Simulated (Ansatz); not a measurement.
## Ba2Tl5V3O12: electron localisation function with PBE

Ba2Tl5V3O12:

```
Ba V Tl O
1.0
     6.06147    0.00000    0.00000
    -2.48324    5.58450    0.00000
    -2.28447   -2.42817   13.72687
Ba V Tl O
2 3 5 12
Direct
  0.88251 0.01561 0.47320
  0.57886 0.79688 0.88922
  0.26936 0.10580 0.98468
  0.11629 0.55820 0.33914
  0.60807 0.30696 0.66552
  0.48361 0.28991 0.38373
  0.08311 0.07485 0.74869
  0.77279 0.89398 0.17719
  0.29791 0.66599 0.60107
  0.97201 0.46636 0.04740
  0.02458 0.05647 0.04354
  0.16369 0.86975 0.88754
  0.33585 0.37289 0.93818
  0.53308 0.10242 0.04892
  0.42674 0.67762 0.40063
  0.95197 0.64202 0.41211
  0.00696 0.24041 0.32565
  0.08373 0.64865 0.23032
  0.85890 0.33214 0.61652
  0.63673 0.58163 0.72390
  0.56343 0.09920 0.74423
  0.34984 0.20226 0.56862
```

The cell was built by a generator and needn't be a form met in nature.

```yaml
Program: Ansatz 0.2.0
Task: electron localisation function
Functional: PBE
Potentials_or_basis: Ansatz PAW
Cutoff: "420 eV (not typed: the program's choice for these potentials)"
k_mesh: 5 × 5 × 2
Occupations: fermi-dirac, width 0.05 eV
Spin: collinear spin, ferromagnetic start
Starting_moments: "[0.0, 0.0, 2.0, 2.0, 2.0, 0.0, 0.0, 0.0, 0.0, 0.0, 0.0, 0.0, 0.0, 0.0, 0.0, 0.0, 0.0, 0.0, 0.0, 0.0, 0.0, 0.0] μB"
```

```
Pressure               : 0.0 GPa
Largest force          : 0.006 eV/Å
Band gap on the k mesh : 3.02 eV, indirect (least direct gap 3.03 eV)
Net moment             : 0.00 μB per cell
Absolute moment        : 0.00 μB per cell
```

Forces on the atoms (eV/Å):
```
Ba  -0.001 -0.001  0.000
Ba   0.001  0.001 -0.004
V   -0.003  0.000 -0.004
V    0.000  0.002  0.000
V    0.000  0.005 -0.003
Tl   0.002 -0.002  0.001
Tl  -0.002  0.000  0.001
Tl   0.001  0.000  0.000
Tl   0.000  0.002  0.004
Tl   0.001  0.000 -0.001
O    0.000  0.001  0.002
O   -0.001  0.001  0.001
O   -0.001 -0.001  0.000
O    0.003  0.000  0.003
O    0.001  0.002  0.000
O    0.001 -0.002  0.000
O   -0.002  0.000  0.000
O    0.001  0.000 -0.002
O   -0.001 -0.001  0.001
O    0.001 -0.002 -0.001
O   -0.001 -0.001  0.001
O    0.000 -0.001  0.001
```

Levels at points of the mesh, in eV from the valence-band top:
Spin up:
| k point | band 95 | band 96 | band 97 | band 98 | band 99 | band 100 | band 101 | band 102 |
| --- | --- | --- | --- | --- | --- | --- | --- | --- |
| (0.00, 0.00, 0.00) | -0.50 | -0.36 | -0.21 | -0.10 | 3.13 | 3.30 | 3.41 | 3.57 |
| (0.00, 0.00, -0.50) | -0.53 | -0.34 | -0.19 | -0.12 | 3.14 | 3.27 | 3.41 | 3.54 |
Spin down:
```
            k point  band 95  band 96  band 97  band 98  band 99  band 100  band 101  band 102
 (0.00, 0.00, 0.00)    -0.50    -0.36    -0.21    -0.10     3.13      3.30      3.41      3.57
(0.00, 0.00, -0.50)    -0.53    -0.34    -0.19    -0.12     3.14      3.27      3.41      3.54
```

Wall time 2.4 min on 8 threads of Arm Neoverse V1, on a shared host, peak memory 3.7 GiB.

Caveat: odd divisions of the mesh miss points on the zone boundary, where band edges often lie, so the gap on the mesh can be too wide; the pressure holds a Pulay correction of +0.3 GPa for the finite cutoff; spin-orbit coupling is left out, which as a rule narrows the gap of such compounds by several tenths of an eV; the starting moments weren't kept. A k mesh can miss the band edges.
